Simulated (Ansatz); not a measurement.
# C2H6FNO2W: how energies converge with the basis set

One table from this session's results is given with a row withheld; the runs are named, their logs left out.

Method: one geometry, several basis sets; program: Ansatz 0.2.0, Gaussian basis.

The runs, in order: PBE0-D4/def2-SVP; ωB97M-V/def2-SVP; PBE0-D4/def2-QZVPP; ωB97M-V/def2-QZVPP; the functionals' def2-TZVPP values are taken from earlier runs.

## The geometry

The geometry comes from an earlier relaxation with PBE0-D4 in a triple-zeta def2 set; it is a stationary point, not always the lowest conformer. W takes the def2 core potential; no spin-orbit term is included.

SMILES `C[N](C)[W](=[O])(=[O])[F]`, 13 atoms, charge 0, spin multiplicity 1.

Atoms are counted from 1 here; the program's logs count them from 0.

Bond lengths: C1–N2 1.452 Å, C1–H8 1.096 Å, C1–H9 1.096 Å, C1–H10 1.090 Å, N2–C3 1.452 Å, N2–W4 1.920 Å, C3–H11 1.096 Å, C3–H12 1.095 Å, C3–H13 1.090 Å, W4–O5 1.708 Å, W4–O6 1.708 Å, W4–F7 1.873 Å. Angles: N2–C1–H8 110.2°, N2–C1–H9 110.3°, N2–C1–H10 110.9°, H8–C1–H9 108.3°, H8–C1–H10 108.6°, H9–C1–H10 108.4°, C1–N2–C3 113.4°, C1–N2–W4 123.2°, C3–N2–W4 123.2°, N2–C3–H11 110.3°, N2–C3–H12 110.2°, N2–C3–H13 110.9°, H11–C3–H12 108.3°, H11–C3–H13 108.4°, H12–C3–H13 108.6°, N2–W4–O5 107.4°, N2–W4–O6 107.4°, N2–W4–F7 109.9° and more.

Geometry (Å):

```xyz
13
C2H6FNO2W
C    -0.4829   -0.2110    1.4322
N     0.0195   -0.1143    0.0737
C     1.1708   -0.9624   -0.1763
W    -0.6583    1.1421   -1.2106
O     0.6470    1.6053   -2.2101
O    -1.2750    2.4775   -0.3425
F    -2.0112    0.3450   -2.2309
H    -0.8379   -1.2276    1.6336
H     0.3123    0.0249    2.1487
H    -1.3075    0.4830    1.5927
H     1.9744   -0.7301    0.5319
H     0.8985   -2.0166   -0.0552
H     1.5503   -0.8158   -1.1872
```

The first run:

Contents of in.yaml:

```yaml
crystal:
  periodic: [false, false, false]
  atoms:
    - {symbol: C, position_ang: [-0.482850, -0.211031, 1.432189]}
    - {symbol: N, position_ang: [0.019501, -0.114285, 0.073685]}
    - {symbol: C, position_ang: [1.170813, -0.962391, -0.176284]}
    - {symbol: W, position_ang: [-0.658294, 1.142071, -1.210614]}
    - {symbol: O, position_ang: [0.647009, 1.605341, -2.210063]}
    - {symbol: O, position_ang: [-1.275019, 2.477454, -0.342464]}
    - {symbol: F, position_ang: [-2.011175, 0.345039, -2.230904]}
    - {symbol: H, position_ang: [-0.837932, -1.227641, 1.633562]}
    - {symbol: H, position_ang: [0.312288, 0.024906, 2.148709]}
    - {symbol: H, position_ang: [-1.307540, 0.482973, 1.592664]}
    - {symbol: H, position_ang: [1.974430, -0.730084, 0.531904]}
    - {symbol: H, position_ang: [0.898501, -2.016567, -0.055160]}
    - {symbol: H, position_ang: [1.550258, -0.815774, -1.187243]}
basis:
  gaussian: {orbitals: def2-SVP}
hamiltonian: {xc: pbe0, dispersion: d4}
output: {orbitals: {seedname: orbitals}}
```

On the command line:

```bash
$ ansatz run in.yaml --threads 2 --pin off --events-out ev --progress --plain --max-ram 32768MiB --backend cpu
```

Steps of the session up to this table: PBE0-D4 in def2-SVP; ωB97M-V in def2-SVP; PBE0-D4 in def2-QZVPP; ωB97M-V in def2-QZVPP.

One of the session's tables, all rows but one given; the rest of the session is left out.

It belongs to the step «Density functionals: the series». 

| functional | basis | HOMO (eV) |
| --- | --- | --- |
| PBE0-D4 | def2-SVP | ? |
| PBE0-D4 | def2-TZVPP | -7.90 |
| PBE0-D4 | def2-QZVPP | -7.91 |
| ωB97M-V | def2-SVP | -10.08 |
| ωB97M-V | def2-TZVPP | -10.13 |
| ωB97M-V | def2-QZVPP | -10.15 |

Estimate the missing values for PBE0-D4, def2-SVP.

**Answer.** HOMO (eV): -7.85. In the column «HOMO (eV)» it is the highest.
